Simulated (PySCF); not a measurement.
# BrH: the cost of one run

Program: PySCF 2.14.0. Level of theory: levels as typed in each script, gas phase, geometry from GFN2-xTB. These are calculated values, not measurements.

## 1. Starting geometry

SMILES `Br`, 2 atoms, charge 0, spin multiplicity 1.

Bond lengths: Br1–H2 1.402 Å.

Coordinates:

```mol
BrH
  3D, bonds by distance, orders not assigned

  2  1  0  0  0  0  0  0  0  0999 V2000
    0.0389    0.0000    0.0000 Br  0  0
   -1.3627    0.0000    0.0000 H   0  0
  1  2  8  0
M  END
```

## 2. Excited states (CAM-B3LYP/def2-svp)

input.py reads:

```python
import numpy as np
from pyscf import gto, scf, dft, tdscf
from pyscf.scf import atom_ks, atom_hf
from scipy.linalg import block_diag

def solve(mol, dm0=None, hcore=None):
    mf = (dft.UKS if mol.spin else dft.RKS)(mol, xc='camb3lyp')
    mf.grids.level = 3
    mf = mf.density_fit(auxbasis='def2-universal-jkfit')
    mf.conv_tol, mf.max_cycle = 1e-8, 80
    if hcore is not None:
        mf.get_hcore = lambda *args: hcore
    mf.kernel(dm0)
    if not mf.converged:
        mf = mf.newton().run(mf.mo_coeff, mf.mo_occ, max_cycle=30)
    assert mf.converged, 'SCF not converged'
    return mf

mol = gto.M(atom='''
Br     0.03893     0.00000     0.00000
H     -1.36266     0.00000     0.00000
''', basis='def2-svp', charge=0, spin=0, verbose=4)
mf = solve(mol)
td = mf.TDA()
td.nstates, td.singlet, td.conv_tol = 5, False, 1e-5
td.kernel()
td.analyze()
x, y = np.array([p[0] for p in td.xy]), np.array([p[1] + 0 * p[0] for p in td.xy])
f, mu = np.zeros(len(td.e)), np.zeros((len(td.e), 3))
nto = [td.get_nto(state=i + 1, verbose=4) for i in range(len(td.e))]
# spherically averaged free atoms, for the promolecule
atm = atom_ks.get_atm_nrks(mol, xc='camb3lyp')
pro = block_diag(*[(atm[a[0]][2] * atm[a[0]][3]) @ atm[a[0]][2].T for a in mol._atom])
np.savez('result.npz', e=td.e, f=f, ok=td.converged, w=[n[0] for n in nto], nto=[n[1] for n in nto], x=x, y=y, c=mf.mo_coeff, occ=mf.mo_occ, eps=mf.mo_energy, pro=pro, mu=mu)
```

Launch:

```bash
> OMP_NUM_THREADS=1 python input.py
```

Q: Estimate wall time and peak memory on 1 thread of AMD EPYC 9R45 (Zen 5), shared host.

About 2.8 s, with a peak of 0.19 GiB.
